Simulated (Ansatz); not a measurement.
# SnO2 (rutile type): the cost of one run

Program: Ansatz 0.2.0. Level of theory: DFT LDA, with the methods named in each step. These are calculated values, not measurements.

## (1) The system as given

Symmetry: P4_2/mnm, No. 136, tetragonal system. The conventional cell has a = 4.582 Å, b = 4.582 Å, c = 3.024 Å, α = 90.00°, β = 90.00°, γ = 90.00°. Sn (site symmetry mmm) is surrounded by 6 O at 1.97 to 1.98 Å. O (site symmetry m2m) is surrounded by 3 Sn at 1.97 to 1.98 Å.

Structure file:

```
Sn O
1.0
     4.58216    0.00000    0.00000
     0.00000    4.58216    0.00000
     0.00000    0.00000    3.02422
Sn O
2 4
Direct
  0.00000 0.00000 0.00000
  0.50000 0.50000 0.50000
  0.30500 0.30500 0.00000
  0.69500 0.69500 0.00000
  0.80500 0.19500 0.50000
  0.19500 0.80500 0.50000
```

Whether this phase is the stable one at these pressures isn't tested.

Atoms are numbered in the order of the input: Sn1, Sn2, O3, O4, O5, O6.

## (2) Cell relaxed at zero pressure, PAW

File input.yaml:

```yaml
crystal:
  lattice:
    - [4.5821571838, 0.0, 0.0]
    - [0.0, 4.5821571838, 0.0]
    - [0.0, 0.0, 3.0242237413]
  atoms:
    - { symbol: Sn, position: [0.0, 0.0, 0.0] }
    - { symbol: Sn, position: [0.5, 0.5, 0.5] }
    - { symbol: O, position: [0.305, 0.305, 0.0] }
    - { symbol: O, position: [0.695, 0.695, 0.0] }
    - { symbol: O, position: [0.805, 0.195, 0.5] }
    - { symbol: O, position: [0.195, 0.805, 0.5] }
kpoints:
  mp_grid: { grid: [8, 8, 11] }
scf:
  occupations: { method: fermi_dirac, width: 0.08 }
hamiltonian:
  xc: lda
  pseudopotentials: { kind: paw }
output:
  forces: true
  stress: true
relax:
  f_tol: 0.005
  max_steps: 40
  cell: {}
```

Run with:

```
ansatz run input.yaml --threads 2 --pin off --max-ram 5120MiB --backend cpu --events-out ev --progress --plain --runs-dir out
```

Q: Estimate wall time and peak memory on 2 threads of Intel Xeon at 2.50GHz (Skylake/Cascade Lake), shared host.

About 97 s, with a peak of 0.47 GiB.
